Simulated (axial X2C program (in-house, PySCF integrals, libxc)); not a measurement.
# GaOH⁺: bond lengths and stretches, held linear

An exercise on one series of results from a longer session: the logs are not shown, and one member is left open.

Program: an in-house X2C program for linear molecules on PySCF integrals. Level of theory: all-electron X2C, two-component (2c) or spin-free, Ga dyall-v3z, O dyall-av3z, H dyall-v3z. These are calculated values, not measurements.

All values are calculated.

2 further runs of the same task are left out: 2 set aside as unsound or not needed.

Set-up of the first run:

task.json reads:

```json
{"zs": [31, 8, 1], "q": 1, "bas": ["dyall-v3z", "dyall-av3z", "dyall-v3z"], "r0": [1.87, 0.96], "symm": 0, "scan": ["PBE0", "HF", "r2SCAN"], "levels": ["PBE0", "HF", "B3LYP"], "nst": 2}
```

Keys: zs atomic numbers; q charge; bas basis sets; r0 starting distance in Å; symm equal bonds; scan levels of the two-bond scan (MP2 follows by itself at each HF point); levels methods; nst determinants followed.

The run is started by

```sh
python solin.py task.json out
```

Masses Ga 68.926, O 15.995, H 1.008 u.

Steps of the session up to this table: Scan at PBE0, 2c; Scan at HF, 2c; Scan at r2SCAN, 2c.

One of the session's tables, all rows but one given; the rest of the session is left out.

```
            level  r(Ga–O) (Å)  r(O–H) (Å)  lower stretch (cm⁻¹)  upper stretch (cm⁻¹)
         PBE0, 2c        1.659       0.960                 898.4                3882.6
           HF, 2c        1.653       0.941                 942.2                4137.1
       r2SCAN, 2c        1.658       0.963                 898.5                3836.0
          MP2, 2c        1.659       0.962                 909.7                3870.1
  PBE0, spin-free        1.658       0.960                 898.6                3882.4
    HF, spin-free        1.652       0.941                 942.4                4137.0
r2SCAN, spin-free            ?           ?                     ?                     ?
   MP2, spin-free        1.658       0.962                 909.9                3869.9
```

Q: Estimate the row for r2SCAN, spin-free from the others.

As computed: r(Ga–O) (Å): 1.657; r(O–H) (Å): 0.963; lower stretch (cm⁻¹): 898.8; upper stretch (cm⁻¹): 3835.9. In the column «r(Ga–O) (Å)» it lies between HF, 2c (1.653) and r2SCAN, 2c (1.658).

Scans not shown above were run alike.

In words: Over the levels the Ga–O bond spans 1.652 to 1.659 Å and the O–H bond 0.941 to 0.963 Å. At PBE0 spin–orbit coupling leaves both bonds unchanged to 0.001 Å. Each state is one determinant, the lowest of a limited PBE0 search; the stretches come from a fit to few points and are good to some per cent at best. MP2 freezes inner shells (threshold -2 hartree). The molecule was held linear; bending was not examined, so a bent shape may lie lower.
